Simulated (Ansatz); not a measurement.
# AlH7OSiSn: a ladder of functionals and wavefunction methods

One table from this session's results is given with a row withheld; the runs are named, their logs left out.

Computed with Ansatz 0.2.0, Gaussian basis. Level: functionals in def2-TZVPP, the program's frozen cores in correlated methods.

Plan: PBE-D4, r2SCAN-D4, PBE0-D4, B3LYP-D4, ωB97X-V, ωB97M-V, B2PLYP; CCSD(T)/def2-TZVPP; MP2/def2-QZVPP; extrapolation to the limit.

### The relaxed structure

All runs share one geometry, relaxed beforehand with PBE0-D4 in a triple-zeta def2 set. Sn takes the def2 core potential; no spin-orbit term is included.

SMILES `[OH][Al]([SiH3])[SnH3]`, 11 atoms, charge 0, spin multiplicity 1.

Atoms are counted from 1 here; the program's logs count them from 0.

Bond lengths: O1–Al2 1.699 Å, O1–H5 0.957 Å, Al2–Si3 2.462 Å, Al2–Sn4 2.655 Å, Si3–H6 1.492 Å, Si3–H7 1.492 Å, Si3–H8 1.492 Å, Sn4–H9 1.711 Å, Sn4–H10 1.712 Å, Sn4–H11 1.711 Å. Angles: Al2–O1–H5 123.6°, O1–Al2–Si3 120.2°, O1–Al2–Sn4 113.5°, Si3–Al2–Sn4 126.2°, Al2–Si3–H6 112.9°, Al2–Si3–H7 110.7°, Al2–Si3–H8 110.6°, H6–Si3–H7 107.7°, H6–Si3–H8 107.7°, H7–Si3–H8 107.1°, Al2–Sn4–H9 112.4°, Al2–Sn4–H10 112.3°, Al2–Sn4–H11 112.1°, H9–Sn4–H10 106.6°, H9–Sn4–H11 106.7°, H10–Sn4–H11 106.4°.

Set-up of the first run:

Contents of in.yaml:

```yaml
crystal:
  periodic: [false, false, false]
  atoms:
    - {symbol: O, position_ang: [-0.368421, 2.282743, -0.223177]}
    - {symbol: Al, position_ang: [-0.093285, 0.620108, -0.004606]}
    - {symbol: Si, position_ang: [0.227572, -0.295732, 2.257914]}
    - {symbol: Sn, position_ang: [-0.057117, -0.755878, -2.274542]}
    - {symbol: H, position_ang: [-0.405486, 2.912814, 0.495562]}
    - {symbol: H, position_ang: [0.200557, 0.754272, 3.317179]}
    - {symbol: H, position_ang: [1.534826, -1.007280, 2.357981]}
    - {symbol: H, position_ang: [-0.837898, -1.289584, 2.578843]}
    - {symbol: H, position_ang: [-1.479699, -0.528133, -3.197265]}
    - {symbol: H, position_ang: [0.088579, -2.441538, -2.010017]}
    - {symbol: H, position_ang: [1.255772, -0.308893, -3.277372]}
basis:
  gaussian: {orbitals: def2-TZVPP}
hamiltonian: {xc: pbe, dispersion: d4}
output: {forces: true, orbitals: {seedname: orbitals}}
```

Command:

```console
$ ansatz run in.yaml --threads 4 --pin off --events-out ev --progress --plain --max-ram 10444MiB
```

Among the steps run: PBE-D4 (GGA); r2SCAN-D4 (meta-GGA); PBE0-D4 (hybrid); B3LYP-D4 (hybrid); ωB97X-V (range-separated); ωB97M-V (range-separated); B2PLYP (double hybrid); CCSD(T) in def2-TZVPP; MP2 in def2-QZVPP.

One table of the session follows, with a row left open; its other results are not shown here.

```
            method  atomisation energy (kcal/mol)
            PBE-D4                          729.1
         r2SCAN-D4                          736.2
           PBE0-D4                          723.2
          B3LYP-D4                          731.9
           ωB97X-V                          743.3
           ωB97M-V                          734.7
            B2PLYP                          722.7
     HF/def2-TZVPP                          536.2
    MP2/def2-TZVPP                          715.4
   CCSD/def2-TZVPP                          713.6
CCSD(T)/def2-TZVPP                          722.3
           MP2/CBS                          735.9
       CCSD(T)/CBS                              ?
```

**Question.** Estimate the row for CCSD(T)/CBS.

As computed: atomisation energy (kcal/mol): 742.8. In the column «atomisation energy (kcal/mol)» it lies between r2SCAN-D4 (736.2) and ωB97X-V (743.3).
